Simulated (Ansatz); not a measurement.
# Li3Si2N: the cost of one run

Program: Ansatz 0.2.0. Level of theory: DFT PBE, scalar-relativistic, plane waves, PAW. These are calculated values, not measurements.

## Step 1: Starting point

Symmetry: P-62m, No. 189, hexagonal system. The conventional cell has a = 4.157 Å, b = 4.157 Å, c = 4.863 Å, α = 90.00°, β = 90.00°, γ = 120.00°. Li (site symmetry m2m) has 2 Si at 1.82 Å as nearest neighbours. Around Si (site symmetry 3m) lie 1 N at 1.45 Å and 3 Li at 1.82 Å. Around N (site symmetry -62m) lie 2 Si at 1.45 Å.

Structure file:

```cif
data_structure
_symmetry_space_group_name_H-M 'P-62m'
_symmetry_Int_Tables_number 189
_cell_length_a 4.1575
_cell_length_b 4.1575
_cell_length_c 4.8632
_cell_angle_alpha 90.000
_cell_angle_beta 90.000
_cell_angle_gamma 120.000
_cell_volume 72.80
loop_
_atom_site_label
_atom_site_type_symbol
_atom_site_symmetry_multiplicity
_atom_site_Wyckoff_symbol
_atom_site_fract_x
_atom_site_fract_y
_atom_site_fract_z
_atom_site_occupancy
Li1 Li 3 g 0.36922 0.00000 0.50000 1
Si1 Si 2 e 0.00000 0.00000 0.70122 1
N1 N 1 a 0.00000 0.00000 0.00000 1
```

A structure generator made this guess: random cell by space group and Wyckoff sites (P-62m, No. 189). The dimensions are guesses.

## Step 2: The guess as it stands, on a coarse mesh

Input file input.yaml:

```yaml
crystal:
  lattice:
    - [4.15747106, 0.0, 0.0]
    - [-2.07873553, 3.60047555, 0.0]
    - [0.0, 0.0, 4.86319073]
  atoms:
    - { symbol: Li, position: [0.36922423, 0.0, 0.5] }
    - { symbol: Li, position: [0.0, 0.36922423, 0.5] }
    - { symbol: Li, position: [0.63077577, 0.63077577, 0.5] }
    - { symbol: Si, position: [0.0, 0.0, 0.70122061] }
    - { symbol: Si, position: [0.0, 0.0, 0.29877939] }
    - { symbol: "N", position: [0.0, 0.0, 0.0] }
basis:
  ecutwfc: 420
kpoints:
  mp_grid: { grid: [6, 6, 4] }
hamiltonian:
  xc: pbe
scf:
  occupations: { method: gaussian, width: 0.1 }
  lower_state_search: "off"
output:
  forces: true
  stress: true
  eigenvalues: true
```

The run is started by

```console
$ ansatz run input.yaml --threads 1 --pin off --max-ram 2560MiB --backend cpu --events-out ev --progress --plain --runs-dir out
```

Q: Estimate wall time and peak memory on 1 thread of AMD EPYC 9R45 (Zen 5), shared host.

About 1.1 s, with a peak of 0.4 GiB.
